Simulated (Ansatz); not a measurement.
Crystal: HfIn4SiO6.

```
Hf In Si O
1.0
     2.71585   -4.70357    0.00833
     2.71585    4.70357    0.00833
    -1.87915    0.00000    7.40127
Hf In Si O
1 4 1 6
Direct
  0.78835 0.21165 0.00000
  0.62175 0.37825 0.50000
  0.45502 0.54498 0.00000
  0.28407 0.71593 0.50000
  0.95814 0.04186 0.50000
  0.12168 0.87832 0.00000
  0.06219 0.11415 0.86666
  0.88585 0.93781 0.13334
  0.79490 0.53784 0.86663
  0.46216 0.20510 0.13337
  0.15352 0.62879 0.13333
  0.37121 0.84648 0.86667
```

The cell was built by a generator and needn't be a form met in nature.

Base run:

* Program: Ansatz 0.2.0
* Functional: PBE
* Potentials or basis: Ansatz PAW
* Cutoff: 420 eV
* Density cutoff: 1680 eV
* k mesh: 6 × 6 × 4
* Occupations: fermi-dirac, width 0.05 eV
* Spin: no spin polarisation

Its results: band gap on the k mesh none (metal or under the smearing width); pressure 0.0 GPa; largest force 0.013 eV/Å.

The run is repeated on the same cell with these changes: functional from PBE to RPBE. What comes out?

Band gap on the k mesh none (metal or under the smearing width); pressure 3.1 GPa; largest force 0.148 eV/Å.

RPBE binds less tightly than PBE, so the same cell stands under more pressure.

Caveats: the potentials were made for another functional, which shifts forces and pressure (some runs); the PAW data sets come from PBE, with cores solved anew for the run's functional, which leaves a small shift of forces and pressure (some runs).

Not every run made on this cell is shown here.
